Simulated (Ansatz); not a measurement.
# GeH2O: the cost of one run

Method: cc-pVTZ, core rule «outside noble gas», up to 15 orbitals frozen; program: Ansatz 0.2.0, Gaussian basis.

To be run: UHF; CCSD(T) on RHF; CCSD(T) on UHF; BCCD(T) on RHF; CISD; CCSDT(Q) on RHF; CASSCF and NEVPT2, 2 electrons in 2 orbitals.

4 further runs of the same task are left out: 4 for a known fault of the program.

**1. The system**

The geometry derives from a PBE0/def2-TZVP stationary point (not a proven minimum). One bond is set to the value named and the two fragments are kept rigid. No spin-orbit coupling is included. The filled d shell of Ge may be among the frozen orbitals whatever the setting's name suggests; the logs give the count.

4 atoms, charge 0, spin multiplicity 1.

Atoms are counted from 1 here; the program's logs count them from 0.

Bond lengths: Ge1–H3 1.599 Å, O2–H4 0.961 Å.

As a file:

```xyz
4

Ge    0.0000   -0.0587    0.4593
O     0.0000    0.2108   -1.9768
H     0.0000    1.5223    0.6998
H     0.0000   -0.6395   -2.4252
```

**2. UHF**

Contents of in.yaml:

```yaml
crystal:
  periodic: [false, false, false]
  atoms:
    - {symbol: Ge, position_ang: [0.000000, -0.058674, 0.459344]}
    - {symbol: O, position_ang: [0.000000, 0.210777, -1.976800]}
    - {symbol: H, position_ang: [0.000000, 1.522253, 0.699758]}
    - {symbol: H, position_ang: [0.000000, -0.639523, -2.425232]}
basis:
  gaussian: {orbitals: cc-pVTZ}
magnetization: {spin_polarized: true, initial_magnetization: 0}
hamiltonian: {xc: hf}
output: {orbitals: {seedname: orbitals}}
```

Command:

```sh
$ ansatz run in.yaml --threads 1 --pin off --events-out ev --progress --plain --max-ram 8192MiB --backend cpu
```

**Question.** How long does this run take on 1 thread of AMD EPYC 7R13, shared host, and how much memory does it need?

About 23 s, with a peak of 0.3 GiB.
